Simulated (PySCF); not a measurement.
# C4H3F3O: the cost of one run

Computed with PySCF 2.14.0 and routines of our own; the level stands in each step. Atoms count from 0.

## 1. The system as given

11 atoms, charge 1, multiplicity 2; geometry from: GFN2-xTB.

## 2. Open-shell or spin-flip excitations: unrestricted TDDFT CAM-B3LYP/def2-SVPD

What the job is given:

```
{"job": {"kind": "uabs", "xc": "CAM-B3LYP", "basis": "def2-SVPD", "nstates": 10, "tda": false}, "charge": 1, "multiplicity": 2}
F      2.445671     1.568173    -0.168266
C      2.350917     0.369862     0.321278
C      1.140588    -0.271992     0.365942
F      1.078721    -1.486764     0.868921
O      0.023682     0.259004    -0.069172
C     -1.162276    -0.353518    -0.033288
C     -2.251062     0.306092    -0.518842
F     -3.413894    -0.261741    -0.495270
H      3.272629    -0.076232     0.684165
H     -1.242923    -1.357503     0.378635
H     -2.236628     1.307290    -0.940902
```

With the program's defaults for keys left out, this is: unrestricted TDDFT CAM-B3LYP/def2-SVPD, vertical, gas phase, core orbitals frozen in the response.

Run with:

```
OMP_NUM_THREADS=1 python excited_run.py task.json out
```

One launch serves the whole session: the jobs run in the order shown.

Q: Estimate the wall time and peak memory of this first job on 1 thread of Arm Neoverse V2, shared host.

About 73 s, with a peak of 0.75 GiB.
